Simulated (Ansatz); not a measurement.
**CH4InOS radical: a ladder of functionals and wavefunction methods**

One table from this session's results is given with a row withheld; the runs are named, their logs left out.

Computed with Ansatz 0.2.0, Gaussian basis. Level: functionals in def2-TZVPP, the program's frozen cores in correlated methods.

Plan: LDA (SPW92), PBE-D4, revPBE-D4, BLYP-D4, r2SCAN-D4, B97M-V, PBE0-D4, B3LYP-D4, r2SCANh-D4, r2SCAN0-D4, HSE06-D4, BHLYP-D4, CAM-B3LYP-D4, LC-ωPBE, ωB97X-V, ωB97M-V, B2PLYP, PBE-QIDH; CCSD(T)/def2-SVP; CCSD(T)/def2-TZVPP; MP2/def2-QZVPP; extrapolation to the limit; RPA on PBE.

### The geometry

All runs share one geometry, relaxed beforehand with PBE0-D4 in a triple-zeta def2 set. In takes the def2 core potential; no spin-orbit term is included.

SMILES `C[O][In][SH]`, 8 atoms, charge 0, spin multiplicity 2.

Atoms are counted from 1 here; the program's logs count them from 0.

Bond lengths: C1–O2 1.397 Å, C1–H5 1.098 Å, C1–H6 1.098 Å, C1–H7 1.097 Å, O2–In3 2.010 Å, In3–S4 2.432 Å, S4–H8 1.347 Å. Angles: O2–C1–H5 112.8°, O2–C1–H6 112.8°, O2–C1–H7 108.3°, H5–C1–H6 107.9°, H5–C1–H7 107.3°, H6–C1–H7 107.3°, C1–O2–In3 128.3°, O2–In3–S4 109.3°, In3–S4–H8 89.3°.

The first run:

Contents of in.yaml:

```yaml
crystal:
  periodic: [false, false, false]
  atoms:
    - {symbol: C, position_ang: [0.651417, 1.405027, -0.080954]}
    - {symbol: O, position_ang: [0.251856, 0.071139, 0.034855]}
    - {symbol: In, position_ang: [-1.591160, -0.701340, -0.183101]}
    - {symbol: S, position_ang: [-1.499976, -3.105884, 0.168163]}
    - {symbol: H, position_ang: [0.469719, 1.819089, -1.081639]}
    - {symbol: H, position_ang: [0.162126, 2.061602, 0.650722]}
    - {symbol: H, position_ang: [1.731128, 1.458013, 0.103338]}
    - {symbol: H, position_ang: [-0.175110, -3.007637, 0.388615]}
basis:
  gaussian: {orbitals: def2-TZVPP}
magnetization: {spin_polarized: true, initial_magnetization: 1}
hamiltonian: {xc: lda}
output: {orbitals: {seedname: orbitals}}
```

Among the steps run: LDA; PBE-D4 (GGA); revPBE-D4 (GGA); BLYP-D4 (GGA); r2SCAN-D4 (meta-GGA); B97M-V (meta-GGA); PBE0-D4 (hybrid); B3LYP-D4 (hybrid); r2SCANh-D4 (hybrid); r2SCAN0-D4 (hybrid); HSE06-D4 (hybrid); BHLYP-D4 (hybrid); CAM-B3LYP-D4 (range-separated); LC-ωPBE (range-separated); ωB97X-V (range-separated); ωB97M-V (range-separated); B2PLYP (double hybrid); PBE-QIDH (double hybrid).

One table of the session follows, with a row left open; its other results are not shown here.

It belongs to the step «Frontier levels by functional». 

```
  functional  HOMO (eV)  LUMO (eV)  gap (eV)
 LDA (SPW92)      -5.36      -4.76      0.60
      PBE-D4      -5.23      -4.44      0.79
   revPBE-D4      -5.18      -4.32      0.86
     BLYP-D4      -5.07      -4.42      0.65
   r2SCAN-D4      -5.60      -4.22      1.37
      B97M-V      -5.32      -4.55      0.77
     PBE0-D4      -6.31      -3.67      2.64
    B3LYP-D4      -6.08      -4.02      2.07
  r2SCANh-D4          ?          ?         ?
  r2SCAN0-D4      -6.60      -3.51      3.09
    HSE06-D4      -5.92      -4.03      1.89
    BHLYP-D4      -7.22      -2.98      4.24
CAM-B3LYP-D4      -7.51      -2.87      4.64
     LC-ωPBE      -8.78      -1.53      7.25
     ωB97X-V      -8.36      -1.88      6.48
     ωB97M-V      -8.32      -2.07      6.25
```

Q: Estimate the row for r2SCANh-D4 from the others.

Worked estimate for «HOMO (eV)». Against the share of exact exchange, r2SCAN-D4 (0, -5.60), r2SCAN0-D4 (0.25, -6.60) give a slope of -4.00 per unit share; at 0.1 the line stands at -6.00.

**Answer.** HOMO (eV): -6.00; LUMO (eV): -3.94; gap (eV): 2.06. In «HOMO (eV)» the line misses by 0.00.
